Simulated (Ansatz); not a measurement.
# NiAg4Ir11: the cost of one run

Program: Ansatz 0.2.0. Level of theory: DFT PBE, scalar-relativistic, plane waves, PAW. These are calculated values, not measurements.

## 1. The system as given

The cell holds 16 atoms (Ag4Ir11Ni): a = 6.796 Å, b = 6.796 Å, c = 6.796 Å, α = 109.47°, β = 109.47°, γ = 109.47°.

The sites of an ideal fcc lattice, at a guessed lattice constant, take 4 Ag, 1 Ni, 11 Ir (sublattices apart by semicolons), with a shake of 0.02 Å. Warren-Cowley parameters of the first shell (negative: unlike neighbours preferred): Ag-Ir -0.15, Ag-Ni -0.33, Ir-Ni +0.03. In a cell this small the draw can fall short of the order aimed at.

Coordinates:

```cif
data_structure
_symmetry_space_group_name_H-M 'P 1'
_symmetry_Int_Tables_number 1
_cell_length_a 6.7958
_cell_length_b 6.7958
_cell_length_c 6.7958
_cell_angle_alpha 109.471
_cell_angle_beta 109.471
_cell_angle_gamma 109.471
_cell_volume 241.60
loop_
_atom_site_label
_atom_site_type_symbol
_atom_site_fract_x
_atom_site_fract_y
_atom_site_fract_z
_atom_site_occupancy
Ni1 Ni 0.00306 0.00048 0.00514 1
Ag1 Ag 0.24576 0.24774 0.50217 1
Ag2 Ag 0.24912 0.49779 0.24297 1
Ag3 Ag 0.75368 0.24812 0.99861 1
Ag4 Ag 0.24460 0.74728 0.00050 1
Ir1 Ir 0.25357 0.00113 0.74879 1
Ir2 Ir 0.00670 0.25448 0.75382 1
Ir3 Ir 0.49618 0.00468 0.50274 1
Ir4 Ir 0.74360 0.49180 0.73648 1
Ir5 Ir 0.49643 0.74816 0.74804 1
Ir6 Ir 0.99659 0.50001 0.50108 1
Ir7 Ir 0.74108 0.99872 0.25090 1
Ir8 Ir 0.50132 0.25082 0.25093 1
Ir9 Ir 0.75059 0.75700 0.50549 1
Ir10 Ir 0.00775 0.75188 0.25043 1
Ir11 Ir 0.50421 0.49669 0.00094 1
```

## 2. Relaxing on a coarse mesh

A cheap relaxation: coarse mesh, no symmetry, loose thresholds.

File input.yaml:

```yaml
crystal:
  lattice:
    - [-3.92354808, 3.92354808, -3.92354808]
    - [3.92354808, 3.92354808, 3.92354808]
    - [3.92354808, -3.92354808, -3.92354808]
  atoms:
    - { symbol: Ni, position: [0.0030552031, 0.0004836431, 0.0051366358], spin: 2.0 }
    - { symbol: Ag, position: [0.2457648834, 0.2477351496, 0.5021686624] }
    - { symbol: Ag, position: [0.2491204009, 0.497791633, 0.2429733533] }
    - { symbol: Ag, position: [0.7536766351, 0.2481209194, 0.9986066849] }
    - { symbol: Ag, position: [0.2446031013, 0.7472790269, 0.0004954701] }
    - { symbol: Ir, position: [0.2535699421, 0.0011284083, 0.7487914303] }
    - { symbol: Ir, position: [0.0067004018, 0.2544775481, 0.753816511] }
    - { symbol: Ir, position: [0.4961806393, 0.0046771165, 0.5027380288] }
    - { symbol: Ir, position: [0.7436010674, 0.4918015053, 0.7364751679] }
    - { symbol: Ir, position: [0.4964305565, 0.7481602419, 0.7480426205] }
    - { symbol: Ir, position: [0.9965916908, 0.500011139, 0.5010778709] }
    - { symbol: Ir, position: [0.741081767, 0.9987195131, 0.2509009552] }
    - { symbol: Ir, position: [0.5013193554, 0.2508161108, 0.2509302138] }
    - { symbol: Ir, position: [0.7505877102, 0.7569953989, 0.5054879282] }
    - { symbol: Ir, position: [0.0077463265, 0.7518765874, 0.2504290774] }
    - { symbol: Ir, position: [0.5042052158, 0.4966910792, 0.0009385329] }
  symmetry: { detect: false }
basis:
  ecutwfc: 420
kpoints:
  mp_grid: { grid: [3, 3, 3], shift: [0.0, 0.0, 0.0] }
hamiltonian:
  xc: pbe
scf:
  occupations: { method: gaussian, width: 0.1 }
  lower_state_search: "off"
output:
  forces: true
  stress: true
  eigenvalues: true
  populations: true
magnetization:
  spin_polarized: true
relax:
  adjacent_minimum: "off"
  f_tol: 0.04
  max_steps: 50
  cell: { stress_tol: 0.3 }
```

Command:

```sh
> ansatz run input.yaml --threads 4 --pin off --max-ram 9216MiB --backend cpu --events-out ev --progress --plain --runs-dir out
```

What time and memory should one allow on 4 threads of Intel Xeon Platinum 8488C (Sapphire Rapids), shared host?

About 4.4 min, with a peak of 1.7 GiB.
